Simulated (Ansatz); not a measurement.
# AlGa2H (quintet): from Hartree-Fock to the top rungs, cc-pVTZ

Aim: climb from Hartree-Fock through coupled cluster and multireference methods for AlGa2H (quintet) at one geometry and basis, and see what each rung misses.

Method: cc-pVTZ, core rule «outside noble gas», up to 33 orbitals frozen; program: Ansatz 0.2.0, Gaussian basis.

The runs, in order: UHF; CCSD(T) on ROHF; CCSD(T) on UHF; BCCD(T) on ROHF; CCSDT(Q) on ROHF; CCSDT(Q) on UHF; CASSCF and NEVPT2, 10 electrons in 13 orbitals.

6 further runs of the same task are left out: 6 set aside as unsound or not needed. Runs told in other sessions of the task aren't counted.

### Step 1. What is computed

The geometry is a PBE0/def2-TZVP stationary point (not a proven minimum) of the parent state, kept for this charge and spin. No spin-orbit coupling is included. The filled d shell of Ga may be among the frozen orbitals whatever the setting's name suggests.

4 atoms, charge 0, spin multiplicity 5.

Atoms are counted from 1 here; the program's logs count them from 0.

Bond lengths: Al1–Ga2 2.457 Å, Al1–Ga3 2.563 Å, Ga2–H4 1.590 Å. Angles: Ga2–Al1–Ga3 68.7°, Al1–Ga2–H4 164.6°.

### Step 2. UHF

Input file in.yaml:

```yaml
crystal:
  periodic: [false, false, false]
  atoms:
    - {symbol: Al, position_ang: [0.000000, 1.743795, 0.031076]}
    - {symbol: Ga, position_ang: [0.000000, -0.301539, 1.392894]}
    - {symbol: Ga, position_ang: [0.000000, -0.353844, -1.442415]}
    - {symbol: H, position_ang: [0.000000, -1.344351, 2.593686]}
basis:
  gaussian: {orbitals: cc-pVTZ}
magnetization: {spin_polarized: true, initial_magnetization: 4}
hamiltonian: {xc: hf}
output: {orbitals: {seedname: orbitals}}
```

On the command line:

```
$ ansatz run in.yaml --threads 1 --pin off --events-out ev --progress --plain --max-ram 4096MiB --backend cpu
```

The runs that follow: CCSD(T) on ROHF; CCSD(T) on UHF; BCCD(T) on ROHF; CCSDT(Q) on ROHF; CCSDT(Q) on UHF; CASSCF and NEVPT2, 10 electrons in 13 orbitals.

**Question.** What will the summary of the whole plan be? Wanted: UCCSDT(Q) from the RHF energy; RMP2 from UCCSDT(Q); UMP2 from UCCSDT(Q); RCCSD from UCCSDT(Q); RCCSD(T) from UCCSDT(Q); UCCSD(T) from UCCSDT(Q); RCCSDT(Q) from UCCSDT(Q); NEVPT2 valence from UCCSDT(Q); T1 diagnostic.

**Answer**, as computed:

| quantity | value |
| --- | --- |
| UCCSDT(Q) from the ROHF energy | -5.6034 eV |
| RMP2 from UCCSDT(Q) | +28.45 kcal/mol |
| UMP2 from UCCSDT(Q) | +29.30 kcal/mol |
| RCCSD from UCCSDT(Q) | +9.25 kcal/mol |
| RCCSD(T) from UCCSDT(Q) | +2.14 kcal/mol |
| UCCSD(T) from UCCSDT(Q) | +1.86 kcal/mol |
| RCCSDT(Q) from UCCSDT(Q) | +0.35 kcal/mol |
| NEVPT2 valence from UCCSDT(Q) | +19.77 kcal/mol |
| levels within 1 kcal/mol (43 meV) | RCCSDT, UCCSDT, RCCSDT(Q) |
| T1 diagnostic | 0.040 |
| effectively unpaired electrons | 4.06 |

RCCSD(T) misses by +2.14 kcal/mol, 1.7 % of the correlation energy. One determinant dominates. These misses are within one basis, not against nature; the frozen cores of restricted and unrestricted runs differ, which can shift their rows.
